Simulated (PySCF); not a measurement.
A run of PySCF 2.14.0:

The input run.py:

```python
import json
import numpy as np
from pyscf.pbc import gto, scf, dft, df
from pyscf.pbc.tools import pyscf_ase
from ase.io import read

atoms = read('GaHCl2.xyz')
cell = pyscf_ase.cell_from_ase(atoms)
cell.basis = 'def2-svp'
cell.exp_to_discard = 0
cell.precision = 1e-08
cell.max_memory = 2520  # MB
cell.verbose = 4
cell.build()

res = {}
kpts = cell.make_kpts([1, 1, 1])
mf = scf.KRHF(cell, kpts, exxdiv='ewald')
mf = mf.density_fit()
mf.with_df._cderi = 'cderi.h5'  # three-centre integrals saved by an earlier run on this cell, basis and mesh
mf.conv_tol = 1e-08
mf.max_cycle = 60

mf.kernel()
res.update(converged=bool(mf.converged), e_tot=mf.e_tot, nelec=cell.nelectron, nao=cell.nao, mesh=list(map(int, cell.mesh)), a=cell.lattice_vectors().tolist(), coords=cell.atom_coords().tolist(),
           mo_energy=[np.real(x).tolist() for x in mf.mo_energy], mo_occ=[np.real(x).tolist() for x in mf.mo_occ])
import h5py
print('fit functions by k pair:', sorted({v['0'].shape[0] for v in h5py.File(mf.with_df._cderi)['j3c'].values()}))
res.update(kpts=cell.get_scaled_kpts(kpts).tolist())
res['parts'] = {k: float(np.real(v)) for k, v in mf.scf_summary.items() if np.isscalar(v)}
json.dump(res, open('results.json', 'w'))
if not mf.converged:
    raise SystemExit('SCF not converged')

print('levels (eV)')
for i, kp in enumerate(res['kpts'][:40]):
    print('k %7.4f %7.4f %7.4f  ' % tuple(kp), ' '.join('%.3f' % (x * 27.211386) for x in res['mo_energy'][i][:38]))

# Mulliken populations
dm, s = np.asarray(mf.make_rdm1()), np.asarray(mf.get_ovlp())
sites = cell.aoslice_by_atom()[:, 2:]
tot = np.einsum('kij,kji->i', dm, s).real / len(kpts)
res['mulliken'] = [cell.atom_charge(i) - tot[a0:a1].sum() for i, (a0, a1) in enumerate(sites)]
print('Mulliken charges', np.round(res['mulliken'], 5))

from pyscf.pbc import mp
pt = mp.KMP2(mf, frozen=19)
pt.kernel(with_t2=False)
res.update(e_corr=pt.e_corr, e_ss=getattr(pt, 'e_corr_ss', None), e_os=getattr(pt, 'e_corr_os', None))
res['done'] = True
json.dump(res, open('results.json', 'w'))
```

GaHCl2.xyz

```xyz
4
Lattice="12.0000000000 0.0000000000 0.0000000000 0.0000000000 13.0000000000 0.0000000000 0.0000000000 0.0000000000 11.0000000000" Properties=species:S:1:pos:R:3 pbc="T T T"
Cl     4.5269499600      6.4743000400      4.8494000500
Ga     6.5723499600      6.7174000400      5.3834000000
Cl     7.4990499600      4.9936000400      6.2185999700
H      7.3293500400      8.0483999700      5.1795000400
```

Potentials or basis: def2-svp (all-electron).

Run with:

```console
$ OMP_NUM_THREADS=2 python -u run.py > log
```

Hardware: 2 threads of Intel(R) Xeon(R) Processor @ 2.70GHz, with other jobs on the host.

Problem. Estimate the wall time of this run.

Solution. Run time: 8.6 s on 2 threads of Intel(R) Xeon(R) Processor @ 2.70GHz, with other jobs on the host, peak memory 1.9 GiB. Counts: scf iterations 9, basis 73, k points 1.
